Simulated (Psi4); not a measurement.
# Si2NH5F (SMILES N[Si](F)[SiH3]): a chain of runs

We compute a structure relaxation (doublet Si2NH5F, UCAM-B3LYP/def2-SVPD), then a single-point energy (singlet Si2NH5F+, CAM-B3LYP/def2-SVPD), then a geometry optimisation (singlet Si2NH5F+, CAM-B3LYP/def2-SVPD), then a single-point energy (singlet Si2NH5F−, CAM-B3LYP/def2-SVPD) of FH5NSi2. 

The results are computed with Psi4 1.11.

### 1 The system as given

Si2NH5F: 9 atoms, total charge 0, spin state doublet. SMILES: `N[Si](F)[SiH3]`. The shape is that of a PBE0-D4/def2-TZVP optimisation. This is one conformer, not always the lowest. The run starts from this shape.

Bond lengths: N1–Si2 1.703 Å, Si2–F3 1.616 Å, Si2–Si4 2.346 Å, N1–H5 1.007 Å, N1–H6 1.008 Å, Si4–H7 1.485 Å, Si4–H8 1.492 Å, Si4–H9 1.486 Å. Some angles: N1–Si2–F3 112.7°, N1–Si2–Si4 109.4°, F3–Si2–Si4 108.8°, Si2–N1–H5 122.8°, Si2–N1–H6 123.0°, Si2–Si4–H7 109.3°, Si2–Si4–H8 112.4°, Si2–Si4–H9 108.4°, H5–N1–H6 112.1°, H7–Si4–H8 108.9°.

### 2 A geometry optimisation at UCAM-B3LYP/def2-SVPD (density fitting) (run 1)

job.inp reads:

```
memory 1.6 GB

molecule m {
  0 2
  N     -0.977000     1.372900    -0.683600
  Si    -0.847900    -0.322400    -0.578100
  F     -0.495500    -1.010700    -1.997200
  Si     0.823900    -0.883000     0.969100
  H     -1.742300     1.833700    -1.147400
  H     -0.198200     1.993200    -0.528800
  H      1.132000    -2.331800     0.856500
  H      2.078500    -0.103500     0.756900
  H      0.315000    -0.594800     2.335600
  symmetry c1
}

set {
  reference uks
}

e, wfn = optimize('cam-b3lyp/def2-SVPD', return_wfn=True)
```

The run is started by

```bash
$ psi4 job.inp job.out -n 1
```

job.out:

```text
Psi4 1.11 release

gradient() will perform analytic gradient computation.

   => Loading Basis Set <=

    Name: DEF2-SVPD
    Role: ORBITAL
    Keyword: BASIS

         ---------------------------------------------------------
                                   SCF
                              UKS Reference
                        1 Threads,   1525 MiB Core
         ---------------------------------------------------------

  ==> Geometry <==

    Molecular point group: c1
    Full point group: C1

    Geometry (in Angstrom), charge = 0, multiplicity = 2:

       Center              X                  Y                   Z               Mass
    ------------   -----------------  -----------------  -----------------  -----------------
         N           -0.741148262401     1.722891048897    -0.318827960706    14.003074004430
         SI          -0.612048262401     0.027591048897    -0.213327960706    27.976926534650
         F           -0.259648262401    -0.660708951103    -1.632427960706    18.998403162730
[... 5 lines of this table left out ...]
         H            0.550851737599    -0.244808951103     2.700372039294     1.007825032230

  Running in c1 symmetry.

  Rotational constants: A =      0.20502  B =      0.09643  C =      0.07122 [cm^-1]
  Rotational constants: A =   6146.34119  B =   2890.83479  C =   2135.23960 [MHz]
  Nuclear repulsion =  214.477804544524560

  Charge       = 0
  Multiplicity = 2
  Electrons    = 49
  Nalpha       = 25
  Nbeta        = 24

  ==> Algorithm <==

  SCF Algorithm Type is DF.
  DIIS enabled.
  MOM disabled.
  Fractional occupation disabled.
  Guess Type is SAD.
  Energy threshold   = 1.00e-08
  Density threshold  = 1.00e-08
  Integral threshold = 1.00e-12

  ==> Primary Basis <==

  Basis Set: DEF2-SVPD
    Blend: DEF2-SVPD
    Number of shells: 57
    Number of basis functions: 131
    Number of Cartesian functions: 139
    Spherical Harmonics?: true
    Max angular momentum: 2

  ==> DFT Potential <==

   => LibXC <=

    Version 7.1.2

   => Composite Functional: CAM-B3LYP <=

    CAM-B3LYP Hyb-GGA Exchange-Correlation Functional

    Deriv               =              1
    GGA                 =           TRUE
    Meta                =          FALSE

    Exchange Hybrid     =           TRUE
    MP2 Hybrid          =          FALSE

   => Exchange Functionals <=

    0.3500         Becke 88 [omega = 0.3300]
    0.4600   Short-range recipe for B88 functional - erf [omega = 0.3300]

   => Exact (HF) Exchange <=

    0.4600            HF,LR [omega = 0.3300]
    0.1900               HF

   => Correlation Functionals <=

    0.1900   Vosko, Wilk & Nusair (VWN5)
    0.8100   Lee, Yang & Parr

   => LibXC Density Thresholds  <==

    XC_HYB_GGA_XC_CAM_B3LYP:  1.00E-14

   => Molecular Quadrature <=

    Radial Scheme          =       TREUTLER
    Pruning Scheme         =           NONE
    Nuclear Scheme         =       TREUTLER

    Blocking Scheme        =         OCTREE
    BS radius alpha        =              1
    Pruning alpha          =              1
    Radial Points          =             75
    Spherical Points       =            302
    Total Points           =         195434
    Total Blocks           =           1516
    Max Points             =            256
    Max Functions          =            130
    Weights Tolerance      =       1.00E-15

   => Loading Basis Set <=

    Name: (DEF2-SVPD AUX)
    Role: JKFIT
    Keyword: DF_BASIS_SCF

  ==> Integral Setup <==

  DFHelper Memory: AOs need 0.194 GiB; user supplied 0.523 GiB.
  SCF_SUBTYPE=INCORE selected. In-core MEM_DF algorithm will be used.
  Using in-core AOs.

  ==> MemDFJK: Density-Fitted J/K Matrices <==

    J tasked:                   Yes
    K tasked:                   Yes
    wK tasked:                  Yes
    Omega:                3.300E-01
    Memory [MiB]:               535
    Algorithm:                 Core
    Schwarz Cutoff:           1E-12
    Mask sparsity (%):       1.6666
    Fitting Condition:        1E-10

   => Auxiliary Basis Set <=

  Basis Set: (DEF2-SVPD AUX)
    Blend: DEF2-UNIVERSAL-JKFIT
    Number of shells: 156
    Number of basis functions: 500
    Number of Cartesian functions: 596
    Spherical Harmonics?: true
    Max angular momentum: 4

  Cached 100.0% of DFT collocation blocks in 0.595 [GiB].

  Minimum eigenvalue in the overlap matrix is 2.7484715793E-04.
  Reciprocal condition number of the overlap matrix is 3.4596710447E-05.
    Using symmetric orthogonalization.

  ==> Pre-Iterations <==

  SCF Guess: Superposition of Atomic Densities via on-the-fly atomic UHF (no occupation information).

   -------------------------
    Irrep   Nso     Nmo
   -------------------------
     A        131     131
   -------------------------
    Total     131     131
   -------------------------

  ==> Iterations <==

                           Total Energy        Delta E     RMS |[F,P]|

[... 6 lines left out ...]
   @DF-UKS iter   6:  -736.29521976400088   -4.34011e-05   1.48071e-05 DIIS
[... 17 lines left out ...]
   @S^2 Expected:                7.500000000E-01
[... 56 lines left out ...]
    Empirical Dispersion Energy =           0.0000000000000000
[... 159 lines left out ...]
	  Convergence Criteria     1.00e-06 *    3.00e-04 *             o    1.20e-03 *             o~
[... 147 lines left out ...]
   @DF-UKS iter   7:  -736.29633446035541   -1.21256e-08   2.05824e-07 DIIS
[... 18 lines left out ...]
    Final Occupation by Irrep:
[... 41 lines left out ...]
 Dipole Y            :         -2.3063559            3.0549430            0.7485872
[... 205 lines left out ...]
   @DF-UKS iter   1:  -736.29646377231404   -6.78935e-03   4.08101e-05 DIIS
[... 9 lines left out ...]
  Energy and wave function converged.
[... 27 lines left out ...]
    Two-Electron Energy =                 538.9397513950397069
[... 122 lines left out ...]
	Measures of convergence in internal coordinates in au.
[... 115 lines left out ...]
   @DF-UKS iter   5:  -736.29650760587481   -3.91941e-08   3.72800e-07 DIIS
[... 17 lines left out ...]
   @S   Observed:                5.000000000E-01
[... 42 lines left out ...]
 Dipole X            :         -2.9030514            2.8636205           -0.0394309
[... 205 lines left out ...]
   @DF-UKS iter   0:  -736.29650594894292   -7.36297e+02   1.89259e-04
[... 9 lines left out ...]
   @DF-UKS iter  10:  -736.29653149154365   -4.20641e-12   3.74490e-09 DIIS
[... 27 lines left out ...]
    One-Electron Energy =               -1441.8426774525401015
[... 121 lines left out ...]
	                                 ==> Convergence Check <==
[... 104 lines left out ...]
   @DF-UKS iter   4:  -736.29655140168097   -1.52662e-06   3.09317e-06 DIIS
[... 17 lines left out ...]
   @S^2 Observed:                7.528080392E-01
[... 19 lines left out ...]
    VV10 Nonlocal Energy =                  0.0000000000000000
[... 196 lines left out ...]
    Weights Tolerance      =       1.00E-15
[... 29 lines left out ...]
   @DF-UKS iter   8:  -736.29657208281992   -1.75771e-09   6.17078e-08 DIIS
[... 24 lines left out ...]
  @DF-UKS Final Energy:  -736.29657208295544
[... 35 lines left out ...]
 Dipole Z            :         -4.9434388            5.3960809            0.4526421
[... 205 lines left out ...]
   @DF-UKS iter   2:  -736.29658442718437   -7.12326e-05   3.49818e-05 DIIS
[... 17 lines left out ...]
   @Spin Contamination Metric:   2.888079669E-03
[... 19 lines left out ...]
    DFT Exchange-Correlation Energy =     -45.8751022654685130
[... 203 lines left out ...]
	Measures of convergence in internal coordinates in au.
[... 115 lines left out ...]
   @DF-UKS iter   5:  -736.29775621524163   -2.59877e-07   1.62206e-06 DIIS
[... 17 lines left out ...]
   @S   Expected:                5.000000000E-01
[... 19 lines left out ...]
    Total Energy =                       -736.2977563146486091
[... 227 lines left out ...]
                           Total Energy        Delta E     RMS |[F,P]|
[... 10 lines left out ...]
   @DF-UKS iter   9:  -736.29776707968495   -8.13998e-11   9.89820e-09 DIIS
[... 27 lines left out ...]
    One-Electron Energy =               -1441.2492406576693611
[... 121 lines left out ...]
	                                 ==> Convergence Check <==
[... 104 lines left out ...]
   @DF-UKS iter   4:  -736.29777324111888   -5.22017e-07   1.51030e-06 DIIS
[... 17 lines left out ...]
   @S   Expected:                5.000000000E-01
[... 19 lines left out ...]
    Total Energy =                       -736.2977733440569637
[... 215 lines left out ...]
                           Total Energy        Delta E     RMS |[F,P]|
[... 10 lines left out ...]
   @DF-UKS iter   9:  -736.29777537943164   -9.32232e-12   3.14090e-09 DIIS
[... 27 lines left out ...]
    One-Electron Energy =               -1441.2449671078602478
[... 121 lines left out ...]
	                                 ==> Convergence Check <==
[... 104 lines left out ...]
   @DF-UKS iter   4:  -736.29777611853331   -1.85026e-08   2.72248e-07 DIIS
[... 17 lines left out ...]
   @S   Observed:                5.000000000E-01
[... 38 lines left out ...]
    Final Occupation by Irrep:
              A
    DOCC [    24 ]
    SOCC [     1 ]
    NA   [    25 ]
    NB   [    24 ]

  @DF-UKS Final Energy:  -736.29777612198473

   => Energetics <=

    Nuclear Repulsion Energy =            212.1762285528060943
    One-Electron Energy =               -1441.2401429617618760
    Two-Electron Energy =                 538.6378663841992420
    DFT Exchange-Correlation Energy =     -45.8717280972282566
    Empirical Dispersion Energy =           0.0000000000000000
    VV10 Nonlocal Energy =                  0.0000000000000000
    Total Energy =                       -736.2977761219847253

  UHF NO Occupations:
  HONO-2 :   23  A 1.9994899
  HONO-1 :   24  A 1.9982636
  HONO-0 :   25  A 1.0000000
  LUNO+0 :   26  A 0.0017364
  LUNO+1 :   27  A 0.0005101
  LUNO+2 :   28  A 0.0000512
  LUNO+3 :   29  A 0.0000389

Computation Completed

Properties will be evaluated at   0.000000,   0.000000,   0.000000 [a0]

Properties computed using the SCF density matrix

 Multipole Moments:

 ------------------------------------------------------------------------------------
     Multipole            Electronic (a.u.)      Nuclear  (a.u.)        Total (a.u.)
 ------------------------------------------------------------------------------------

 L = 1.  Multiply by 2.5417464519 to convert [e a0] to [Debye]
 Dipole X            :         -2.8604081            2.6179427           -0.2424653
 Dipole Y            :         -1.8536531            2.5738188            0.7201657
 Dipole Z            :         -4.9579113            5.4355856            0.4776743
 Magnitude           :                                                    0.8975527

 ------------------------------------------------------------------------------------

	total time  =         20 seconds =       0.33 minutes

         ------------------------------------------------------------
                                   SCF GRAD
         ------------------------------------------------------------

  ==> Geometry <==

    Molecular point group: c1
    Full point group: C1

    Geometry (in Angstrom), charge = 0, multiplicity = 2:

       Center              X                  Y                   Z               Mass
    ------------   -----------------  -----------------  -----------------  -----------------
         N           -0.781992737386     1.711524848238    -0.315746417128    14.003074004430
         SI          -0.654811139206    -0.004663010201    -0.144794916796    27.976926534650
         F           -0.264402798493    -0.486714849160    -1.678850593964    18.998403162730
[... 5 lines of this table left out ...]
         H            0.876799662340     0.046708486399     2.611092688926     1.007825032230

  Nuclear repulsion =  212.176228552806094

   => Molecular Quadrature <=

    Radial Scheme          =       TREUTLER
    Pruning Scheme         =           NONE
    Nuclear Scheme         =       TREUTLER

    Blocking Scheme        =         OCTREE
    BS radius alpha        =              1
    Pruning alpha          =              1
    Radial Points          =             75
    Spherical Points       =            302
    Total Points           =         195486
    Total Blocks           =           1519
    Max Points             =            256
    Max Functions          =            129
    Weights Tolerance      =       1.00E-15

  -Total Gradient:
     Atom            X                  Y                   Z
    ------   -----------------  -----------------  -----------------
       1       -0.000025052942     0.000025978658     0.000055495704
       2       -0.000035111441    -0.000002175738     0.000018637466
       3       -0.000054946913    -0.000014333630     0.000021646314
[... 5 lines of this table left out ...]
       9        0.000020084301     0.000019647435     0.000011420913

	total time  =          6 seconds =       0.10 minutes

    			-----------------------------------------

    			 OPTKING 3.0: for geometry optimizations

    			        with contributions from

    			-----------------------------------------

	                            ===> Fragment 1 <==

	 Z (Atomic Numbers)          Masses                          Geom
	       7.000000            14.003074         -1.47775211  3.23431322 -0.59667425
	      14.000000            27.976927         -1.23741372 -0.00881181 -0.27362274
	       9.000000            18.998403         -0.49964888 -0.91975777 -3.17256783
[... 5 lines of this table left out ...]
	       1.000000             1.007825          1.65691123  0.08826625  4.93425007

	 - Coordinate -           - BOHR/RAD -       - ANG/DEG -
	 R(1,2)           =         3.268025           1.729364
	 R(1,5)           =         1.914519           1.013120
	 R(1,6)           =         1.911304           1.011419
[... 26 lines of this table left out ...]
	 D(4,2,1,6)       =        -1.209821         -69.317638

	        --- Internal Coordinate Step in ANG or DEG, aJ/ANG or AJ/DEG ---
	-------------------------------------------------------------------------------
	           Coordinate      Previous         Force          Change          New
	           ----------      --------        ------          ------        ------
	               R(1,2)       1.72936       -0.00000       -0.00003       1.72934
	               R(1,5)       1.01312        0.00005        0.00000       1.01312
	               R(1,6)       1.01142        0.00014        0.00001       1.01143
[... 26 lines of this table left out ...]
	           D(4,2,1,6)     -69.31764        0.00000       -0.03678     -69.35441
	-------------------------------------------------------------------------------

	                                 ==> Convergence Check <==

	Measures of convergence in internal coordinates in au.

	Criteria marked as inactive (o), active & met (*), and active & unmet ( ).

	----------------------------------------------------------------------------------------------
	   Step    Total Energy     Delta E     Max Force     RMS Force      Max Disp      RMS Disp
	----------------------------------------------------------------------------------------------
	  Convergence Criteria     1.00e-06 *    3.00e-04 *             o    1.20e-03 *             o
	----------------------------------------------------------------------------------------------
	    21    -736.29777612   -7.43e-07 *    4.30e-05 *    1.05e-05 o    9.49e-04 *    3.90e-04 o  ~
	----------------------------------------------------------------------------------------------

Next Geometry in Ang
	Fragment 1 (Ang)

	    N  -0.7822082579   1.7117063679  -0.3159427348
	   Si  -0.6547997283  -0.0043739051  -0.1443598121
	    F  -0.2645452633  -0.4868627995  -1.6783109978
[... 5 lines of this table left out ...]
	    H   0.8770401464   0.0461143433   2.6114734312

    Final optimized geometry and variables:
    Molecular point group: c1
    Full point group: C1

    Geometry (in Angstrom), charge = 0, multiplicity = 2:

    N           -0.781992737386     1.711524848238    -0.315746417128
    SI          -0.654811139206    -0.004663010201    -0.144794916796
    F           -0.264402798493    -0.486714849160    -1.678850593964
[... 5 lines of this table left out ...]
    H            0.876799662340     0.046708486399     2.611092688926

    Psi4 run time: 0:09:27.89

[set-up sections that repeat, and orbital energies of the middle runs, are left out above]
```

Standard output:

```text
Optimizer: Optimization complete!
```

Wall time 9.5 min (1 thread of AMD EPYC 7R43 (Zen 3), shared host); peak memory 1.1 GiB.

Step by step:

| step | energy from the first frame kept (eV) | largest force (eV/Å) |
| --- | --- | --- |
| 0 | 0.0000 | 1.2754 |
| 1 | -0.0302 | 0.4552 |
| 2 | -0.0343 | 0.0950 |
| 3 | -0.0349 | 0.0279 |
| 4 | -0.0355 | 0.0447 |
| 5 | -0.0361 | 0.0594 |
| 6 | -0.0366 | 0.0366 |
| 7 | -0.0374 | 0.0330 |
| 8 | -0.0390 | 0.0253 |
| 9 | -0.0472 | 0.0957 |
| 10 | -0.0555 | 0.2165 |
| 11 | -0.0591 | 0.2392 |
| 12 | -0.0634 | 0.2775 |
| 13 | -0.0668 | 0.0855 |
| 14 | -0.0678 | 0.0303 |
| 15 | -0.0685 | 0.0260 |
| 16 | -0.0689 | 0.0262 |
| 17 | -0.0691 | 0.0204 |
| 18 | -0.0693 | 0.0114 |
| 19 | -0.0694 | 0.0067 |
| 20 | -0.0694 | 0.0034 |

After the run. Bond lengths: N1–Si2 1.729 Å, Si2–F3 1.655 Å, Si2–Si4 2.375 Å, N1–H5 1.013 Å, N1–H6 1.011 Å, Si4–H7 1.487 Å, Si4–H8 1.490 Å, Si4–H9 1.490 Å. Some angles: N1–Si2–F3 102.4°, N1–Si2–Si4 111.4°, F3–Si2–Si4 108.1°, Si2–N1–H5 121.1°, Si2–N1–H6 122.9°, Si2–Si4–H7 109.4°, Si2–Si4–H8 112.4°, Si2–Si4–H9 107.1°, H5–N1–H6 112.6°, H7–Si4–H8 109.7°.

### 3 The singlet cation: the energy at CAM-B3LYP/def2-SVPD (density fitting) (run 2)

fh5nsi2.sdf reads:

```

     RDKit          3D

  9  8  0  0  0  0  0  0  0  0999 V2000
   -1.0178    1.3615   -0.6805 N   0  0  0  0  0  0  0  0  0  0  0  0
   -0.8907   -0.3547   -0.5096 Si  0  0  0  0  0  4  0  0  0  0  0  0
   -0.5003   -0.8367   -2.0436 F   0  0  0  0  0  0  0  0  0  0  0  0
    0.8994   -0.9534    0.9311 Si  0  0  0  0  0  4  0  0  0  0  0  0
   -1.1228    1.7902   -1.5925 H   0  0  0  0  0  0  0  0  0  0  0  0
   -1.3166    1.9686    0.0713 H   0  0  0  0  0  0  0  0  0  0  0  0
    0.9112   -2.4281    1.1192 H   0  0  0  0  0  0  0  0  0  0  0  0
    2.2209   -0.5022    0.4127 H   0  0  0  0  0  0  0  0  0  0  0  0
    0.6409   -0.3033    2.2463 H   0  0  0  0  0  0  0  0  0  0  0  0
  2  1  2  0
  3  2  1  0
  4  2  1  0
  5  1  1  0
  6  1  1  0
  7  4  1  0
  8  4  1  0
  9  4  1  0
M  CHG  1   1   1
M  END
$$$$
```

job.py reads:

```python
import psi4
from rdkit import Chem

psi4.set_memory('1600 MB')
psi4.set_num_threads(1)
psi4.core.set_output_file('psi4.out', False)

rd = Chem.SDMolSupplier('fh5nsi2.sdf', removeHs=False, sanitize=False)[0]
xyz = rd.GetConformer().GetPositions()
atoms = '\n'.join(f'{a.GetSymbol()} {x:.4f} {y:.4f} {z:.4f}' for a, (x, y, z) in zip(rd.GetAtoms(), xyz))
m = psi4.geometry('1 1\n' + atoms + '\nsymmetry c1')

E, wfn = psi4.energy("cam-b3lyp/def2-SVPD", return_wfn=True)
print('E =', round(E, 9))
```

The run is started by

```bash
$ python job.py
```

psi4.out (excerpt; [...] marks lines left out):

```text
[...]
  Running in c1 symmetry.
[...]
  Nuclear repulsion =  212.177225074795018
[...]
  Multiplicity = 1
[...]
  Nalpha       = 24
  Nbeta        = 24
[...]
    Number of basis functions: 131
[...]
   @DF-RKS iter   1:  -735.79273047151037   -2.91044e-01   5.30778e-03 ADIIS/DIIS
[...]
   @DF-RKS iter   9:  -736.01929516264954   -7.98289e-08   4.29712e-07 DIIS
[...]
  @DF-RKS Final Energy:  -736.01929516264954
   => Energetics <=
    Nuclear Repulsion Energy =            212.1772250747950181
    One-Electron Energy =               -1430.2643341989075907
    Two-Electron Energy =                 527.7410942080449558
    DFT Exchange-Correlation Energy =     -45.6732802465818111
    Empirical Dispersion Energy =           0.0000000000000000
    VV10 Nonlocal Energy =                  0.0000000000000000
    Total Energy =                       -736.0192951626495415
[...]
```

Standard output:

```text
E = -736.019295163
```

Run time: 16 s. Hardware: 1 thread of AMD EPYC 7R43 (Zen 3), shared host; peak memory 1 GiB.

(Part 1 of 3 ends here.)
